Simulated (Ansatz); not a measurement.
Set up this calculation in Ansatz 0.2.0, as the native input.

```
Task                : relaxation of cell and atoms
Functional          : LDA
Potentials or basis : Ansatz PAW
Cutoff              : 420 eV (not typed: the program's choice for these potentials)
k mesh              : 6 × 6 × 6
Occupations         : fermi-dirac, width 0.05 eV
Spin                : no spin polarisation
```

Ti3S2:

```xyz
5
Lattice="2.7131 1.5664 3.2376 -2.7131 1.5664 3.2376 0.0000 -3.1328 3.2376" Properties=species:S:1:pos:R:3 pbc="T T T"
Ti   -0.9107   -1.5555    3.2376
Ti    1.8024   -0.0109    3.2376
Ti   -0.8918    1.5664    3.2376
S     0.0000    0.0000    1.6302
S     0.0000    0.0000    8.0827
```

The cell comes from a database or a generator and needn't be the stable form of this composition.

One way to write it, as run:

input.yaml

```yaml
crystal:
  lattice:
    - [2.7131139241, 1.5664170544, 3.2376184047]
    - [-2.7131139241, 1.5664170544, 3.2376184047]
    - [0.0, -3.1328341088, 3.2376184047]
  atoms:
    - { symbol: Ti, position: [0.0, 0.335655, 0.664345] }
    - { symbol: Ti, position: [0.664345, 0.0, 0.335655] }
    - { symbol: Ti, position: [0.335655, 0.664345, 0.0] }
    - { symbol: S, position: [0.167839, 0.167839, 0.167839] }
    - { symbol: S, position: [0.832161, 0.832161, 0.832161] }
hamiltonian:
  xc: lda
  pseudopotentials: { kind: paw }
kpoints:
  mp_grid: { grid: [6, 6, 6] }
scf:
  occupations: { method: fermi_dirac, width: 0.05 }
output:
  forces: true
  stress: true
  eigenvalues: true
  write_density: true
  write_potential: true
  elf: true
  volumetric_format: npy
relax:
  f_tol: 0.01
  max_steps: 40
  cell: { stress_tol: 0.05 }
```

Potentials or basis: Ansatz PAW.

The run is started by

```sh
$ ansatz run input.yaml --threads 2 --pin off --max-ram 5632MiB --backend cpu --events-out ev --progress --plain --runs-dir out
```

It gave:

| Item | Value |
| --- | --- |
| Relaxed volume | 15.55 Å³/atom |
| Relaxed cell | a = 4.416 Å, b = 4.416 Å, c = 4.416 Å, α = 74.05°, β = 74.05°, γ = 74.05° |
| Space group after relaxing (to 0.05 Å) | R32 (No. 155) |
| Energy gained by relaxing | 24.6 meV/atom |
| Ionic steps | 6 |
| Pressure after relaxing | 0.0 GPa |
| Band gap on the k mesh | none (metal or under the smearing width) |

Caveat: the plane-wave basis is chosen anew once the cell has moved, so the energies of steps on either side of that aren't comparable; the PAW data sets come from PBE, with cores solved anew for the run's functional, which leaves a small shift of forces and pressure.

Run time: 29 s on 2 threads of Intel(R) Xeon(R) Platinum 8488C (Sapphire Rapids), with other jobs on the host, peak memory 0.41 GiB.
